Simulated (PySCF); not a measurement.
**Gd³⁺: ionisation energy in cc-pVDZ-X2C**

Each state of gadolinium is computed at each level; their differences give the ionisation energy. How far do the methods differ?

Method: unrestricted determinants in a Gaussian basis, no spin-orbit coupling in the energies. Code: PySCF 2.14.0.

## Step 1: What is computed

- Element: gadolinium (Z = 64)
- Basis: cc-pVDZ-X2C
- Hamiltonian: scalar relativity by spin-free X2C-1e
- State 1: Gd³⁺: [Xe] 4f7, high-spin 8S determinant
- Needed too, but not shown: Gd²⁺ [Xe] 4f7 5d1 (9D)
- Methods: CCSD(T)
- Core shells frozen in the correlated runs: valence: [Kr] 4d10 (for Gd³⁺)

The outer shells:

Gd3+ [Xe] 4f7
```
[Xe] core
4f [↑ ][↑ ][↑ ][↑ ][↑ ][↑ ][↑ ]
```

The runs were made by one driver on top of PySCF. The scripts below sum up each run's settings (the driver also hands on starting orbitals that pick excited configurations, and frozen orbitals as a list rather than a count), and the logs come from the driver's own runs. The driver starts from symmetry-adapted Hartree-Fock orbitals, holds the occupation by maximum overlap and uses a logarithmic radial grid for functionals, so a plain start would take other cycles.

The integrals over 84 functions and the set-up took 13 s of CPU time.

## Step 2: Gd³⁺, at CCSD(T) (valence)

CCSD(T) (valence):

The input, input.py:

```python
from pyscf import gto, scf, dft, mp, cc
import basis_set_exchange as bse
mol = gto.M(atom="Gd 0 0 0", charge=3, spin=7, symmetry="D2h",
            basis=gto.basis.parse(bse.get_basis("cc-pVDZ-X2C", elements=["Gd"], fmt="nwchem")),
            nucmod="G")
mf = scf.UHF(mol).sfx2c1e()
mf.irrep_nelec = {'Ag': (9, 9), 'B1g': (2, 2), 'B2g': (2, 2), 'B3g': (2, 2), 'Au': (1, 0), 'B1u': (6, 4), 'B2u': (6, 4), 'B3u': (6, 4)}
mf.kernel()
mycc = cc.CCSD(mf, frozen=23).run()
mycc.ccsd_t()
```

Before running it: what results should come out?

As calculated:

| quantity | value |
| --- | --- |
| ionisation energy, Gd²⁺ | UHF 19.578, CCSD(T) (valence) 20.014 eV; reference 20.54 ± 0.03 |

Accuracy by level (over 1 difference):

| method | mean absolute miss against CCSD(T) (valence) (eV) |
| --- | --- |
| UHF | 0.436 |
| MP2 (valence) | 0.056 |
| SCS-MP2 (valence) | 0.120 |
| CCSD (valence) | 0.008 |
| CCSD(T) (valence) | 0.000 |

What this shows: The methods span 0.492 eV, from UHF (19.578) to MP2 (valence) (20.070). The reference is uncertain or not like for like (spin-orbit coupling or other relativistic terms), so no ranking of close methods is drawn. All values hold for this basis alone; no basis-set limit was taken.
